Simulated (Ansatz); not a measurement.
# CH9FOSi2: the cost of one run

Method: UHF/STO-3G, in Ansatz 0.2.0.

## 1. The starting structure

Bond lengths: Si1–O2 2.065 Å, O2–C3 1.392 Å, Si1–H4 1.492 Å, Si1–H5 1.462 Å, Si1–Si6 2.301 Å, Si1–F8 2.005 Å, C3–H9 1.093 Å, C3–H10 1.092 Å, C3–H11 1.091 Å, Si6–H12 1.467 Å, Si6–H13 1.465 Å, Si6–H14 1.468 Å. Angles (14 of 23 angles, heavy atoms first): Si1–O2–C3 118.9°, O2–Si1–Si6 105.9°, O2–Si1–F8 68.3°, Si6–Si1–F8 89.4°, O2–Si1–H4 90.3°, O2–Si1–H5 112.4°, H4–Si1–Si6 107.2°, H4–Si1–F8 156.1°, H5–Si1–Si6 132.5°, H5–Si1–F8 79.9°, O2–C3–H9 112.2°, O2–C3–H10 109.1°, O2–C3–H11 109.0°, Si1–Si6–H12 108.2°.

Structure file:

```xyz
14

Si   -0.2872    0.7453    0.4637
O     0.1030   -0.6437   -1.0142
C    -0.6146   -0.5768   -2.2054
H    -1.7430    0.4300    0.3874
H    -0.3024    2.1141   -0.0489
Si    0.5083   -0.1737    2.4177
H     1.1841    0.0209   -0.9365
F     1.5958    0.8880   -0.2109
H    -0.5511    0.4097   -2.6706
H    -0.2248   -1.3250   -2.8993
H    -1.6633   -0.7961   -2.0019
H     0.6541    0.9017    3.4047
H     1.7935   -0.8698    2.3250
H    -0.4525   -1.1246    2.9893
```

## 2. Run 1

150 steps of 0.5 fs at constant energy, with velocities drawn for 100 K.

File input.yaml:

```yaml
crystal:
  periodic: [false, false, false]
  atoms:
    - { symbol: Si, position_ang: [-0.2872, 0.7453, 0.4637] }
    - { symbol: O, position_ang: [0.103, -0.6437, -1.0142] }
    - { symbol: C, position_ang: [-0.6146, -0.5768, -2.2054] }
    - { symbol: H, position_ang: [-1.743, 0.43, 0.3874] }
    - { symbol: H, position_ang: [-0.3024, 2.1141, -0.0489] }
    - { symbol: Si, position_ang: [0.5083, -0.1737, 2.4177] }
    - { symbol: H, position_ang: [1.1841, 0.0209, -0.9365] }
    - { symbol: F, position_ang: [1.5958, 0.888, -0.2109] }
    - { symbol: H, position_ang: [-0.5511, 0.4097, -2.6706] }
    - { symbol: H, position_ang: [-0.2248, -1.325, -2.8993] }
    - { symbol: H, position_ang: [-1.6633, -0.7961, -2.0019] }
    - { symbol: H, position_ang: [0.6541, 0.9017, 3.4047] }
    - { symbol: H, position_ang: [1.7935, -0.8698, 2.325] }
    - { symbol: H, position_ang: [-0.4525, -1.1246, 2.9893] }
magnetization:
  spin_polarized: true
basis:
  gaussian: { orbitals: STO-3G }
hamiltonian:
  xc: hf
md:
  timestep: 0.5
  n_steps: 150
  ensemble: nve
  temperature: 100.0
  initial_velocities: maxwell_boltzmann
  seed: 432703
```

On the command line:

```sh
> ansatz run input.yaml --threads 1 --pin off --max-ram 2048MiB --backend cpu --events-out ev --progress --plain --runs-dir out
```

What time and memory should one allow on 1 thread of Arm Neoverse V1, shared host?

About 3 min, with a peak of 0.11 GiB.
